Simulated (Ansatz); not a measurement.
# ClFH4Sn: the cost of one run

Method: RKS BLYP/def2-SVP, in Ansatz 0.2.0.

**1. The structure to begin with**

Bond lengths: Sn1–Cl2 2.760 Å, Sn1–H3 1.740 Å, Sn1–H4 1.739 Å, Sn1–H5 1.739 Å, Sn1–F6 2.170 Å. Angles: Cl2–Sn1–H3 109.4°, Cl2–Sn1–H4 109.5°, Cl2–Sn1–H5 109.5°, Cl2–Sn1–F6 71.6°, H3–Sn1–H4 109.5°, H3–Sn1–H5 109.5°, H3–Sn1–F6 178.9°, H4–Sn1–H5 109.5°, H4–Sn1–F6 70.0°, H5–Sn1–F6 70.0°.

Coordinates:

```xyz
7

Sn    0.0000    0.0000    0.0000
Cl    0.0000    0.0000    2.7600
H     1.6408    0.0000   -0.5794
H    -0.8195    1.4198   -0.5794
H    -0.8195   -1.4198   -0.5794
F    -2.0593    0.0000    0.6842
H    -1.5155    0.0000    1.8676
```

**2. A restrained relaxation towards end A**

Springs on the bonds that form and break draw the guess towards this end; the thresholds are loose.

Input file input.yaml:

```yaml
crystal:
  periodic: [false, false, false]
  atoms:
    - { symbol: Sn, position_ang: [0.0, 0.0, 0.0] }
    - { symbol: Cl, position_ang: [0.0, 0.0, 2.76] }
    - { symbol: H, position_ang: [1.6408, 0.0, -0.5794] }
    - { symbol: H, position_ang: [-0.8195, 1.4198, -0.5794] }
    - { symbol: H, position_ang: [-0.8195, -1.4198, -0.5794] }
    - { symbol: F, position_ang: [-2.0593, 0.0, 0.6842] }
    - { symbol: H, position_ang: [-1.5155, 0.0, 1.8676] }
basis:
  gaussian: { orbitals: def2-SVP }
hamiltonian:
  xc: blyp
relax:
  f_tol: 0.15
  max_steps: 25
  restrain:
    - { distance: [0, 5], at: 3.07, k: 30.0 }
    - { distance: [6, 1], at: 2.57, k: 30.0 }
    - { distance: [0, 1], at: 2.41, k: 30.0 }
    - { distance: [6, 5], at: 0.92, k: 30.0 }
output:
  orbitals: {}
```

Launch:

```
ansatz run input.yaml --threads 1 --pin off --max-ram 2048MiB --backend cpu --events-out ev --progress --plain --runs-dir out
```

What time and memory should one allow on 1 thread of AMD EPYC 9R45 (Zen 5), shared host?

About 7.7 s, with a peak of 0.16 GiB.
